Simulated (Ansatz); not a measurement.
Crystal: Ga3Se.

```
CELL_PARAMETERS angstrom
4.43246 0.00000 0.00000
0.00000 4.43246 0.00000
0.00000 0.00000 4.43246
ATOMIC_POSITIONS crystal
Se 0.00000 0.00000 0.00000
Ga 0.50000 0.50000 0.00000
Ga 0.50000 0.00000 0.50000
Ga 0.00000 0.50000 0.50000
```

The cell comes from a database or a generator and needn't be the stable form of this composition.

| Property | Result |
| --- | --- |
| Program | Ansatz 0.2.0 |
| Task | single point |
| Functional | PBEsol |
| Potentials or basis | Ansatz PAW |
| Cutoff | 420 eV (not typed: the program's choice for these potentials) |
| k mesh | 6 × 6 × 6 |
| Occupations | fermi-dirac, width 0.05 eV |
| Spin | no spin polarisation |

On this cell: pressure -3.6 GPa; largest force zero by symmetry; band gap on the k mesh none (metal or under the smearing width).

The same run follows on a disturbed copy (atoms moved at random, drawn with an rms of 0.05 Å):

```
Se Ga
1.0
     4.43246    0.00000    0.00000
     0.00000    4.43246    0.00000
     0.00000    0.00000    4.43246
Se Ga
1 3
Direct
  0.00095 0.00236 0.00273
  0.51229 0.49150 0.99960
  0.50638 0.00118 0.49701
  0.00502 0.49849 0.49096
```

Q: What changes?

A: The energy (extrapolated to zero smearing) moves by +0.7 meV/atom; pressure -3.6 GPa; largest force 0.070 eV/Å; band gap on the k mesh none (metal or under the smearing width).

Forces in eV/Å, atoms in the order of the input:
```
Se   0.014 -0.018 -0.017
Ga  -0.032  0.038 -0.049
Ga  -0.023 -0.048  0.029
Ga   0.041  0.028  0.037
```

Caveats: the PAW data sets come from PBE, with cores solved anew for the run's functional, which leaves a small shift of forces and pressure.
